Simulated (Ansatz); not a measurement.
# GaNH₃+ (triplet): the correlation ladder, cc-pVTZ

The task here is to estimate one member of a computed series from the others.

Method: cc-pVTZ, core rule «outside noble gas», up to 15 orbitals frozen; program: Ansatz 0.2.0, Gaussian basis.

To be run: UHF; CCSD(T) on ROHF; CCSD(T) on UHF; BCCD(T) on ROHF; CCSDT(Q) on ROHF; CCSDT(Q) on UHF.

8 further runs of the same task are left out: 3 for a known fault of the program, 5 set aside as unsound or not needed.

## The system

The geometry is a PBE0/def2-TZVP stationary point (not a proven minimum) of the parent state, kept for this charge and spin. No spin-orbit coupling is included. The filled d shell of Ga may be among the frozen orbitals whatever the setting's name suggests; the logs give the count.

5 atoms, charge 1, spin multiplicity 3.

Atoms are counted from 1 here; the program's logs count them from 0.

Bond lengths: N1–Ga2 1.790 Å, N1–H3 1.006 Å, Ga2–H4 1.556 Å, Ga2–H5 1.556 Å. Angles: Ga2–N1–H3 180.0°, N1–Ga2–H4 115.6°, N1–Ga2–H5 115.6°, H4–Ga2–H5 128.7°.

Coordinates:

```xyz
5
charge 1, multiplicity 3
N     0.0000    0.0000    1.4842
Ga    0.0000    0.0000   -0.3059
H     0.0000    0.0000    2.4904
H     0.0000    1.4033   -0.9791
H     0.0000   -1.4033   -0.9791
```

The first run:

Contents of in.yaml:

```yaml
crystal:
  periodic: [false, false, false]
  atoms:
    - {symbol: N, position_ang: [0.000000, 0.000000, 1.484201]}
    - {symbol: Ga, position_ang: [0.000000, 0.000000, -0.305855]}
    - {symbol: H, position_ang: [0.000000, 0.000000, 2.490372]}
    - {symbol: H, position_ang: [0.000000, 1.403312, -0.979106]}
    - {symbol: H, position_ang: [0.000000, -1.403312, -0.979106]}
basis:
  gaussian: {orbitals: cc-pVTZ}
total_charge: 1
magnetization: {spin_polarized: true, initial_magnetization: 2}
hamiltonian: {xc: hf}
output: {orbitals: {seedname: orbitals}}
```

The run is started by

```sh
ansatz run in.yaml --threads 1 --pin off --events-out ev --progress --plain --max-ram 4096MiB --backend cpu
```

Among the steps run: UHF; CCSD(T) on ROHF; CCSD(T) on UHF; BCCD(T) on ROHF; CCSDT(Q) on ROHF; CCSDT(Q) on UHF.

One of the session's tables, all rows but one given; the rest of the session is left out.

```
   method  from UCCSDT(Q) (meV)
     ROHF                     ?
      UHF               +6551.8
     RMP2               +1131.5
     UMP2               +1136.0
    RCCSD                +196.4
    UCCSD                +190.5
 RCCSD(T)                 +36.6
 UCCSD(T)                 +34.8
  BCCD(T)                 +35.0
   RCCSDT                  +7.9
   UCCSDT                  +5.4
RCCSDT(Q)                  +3.3
UCCSDT(Q)                     0
```

Q: Estimate the row for ROHF from the others.

**Answer.** from UCCSDT(Q) (meV): +6814.5. In the column «from UCCSDT(Q) (meV)» it is the highest.

Caveats from the session: Restricted and unrestricted rows rest on different reference determinants; where their highest levels disagree by more than a few hundredths of an eV, they describe different states and don't form one ladder.
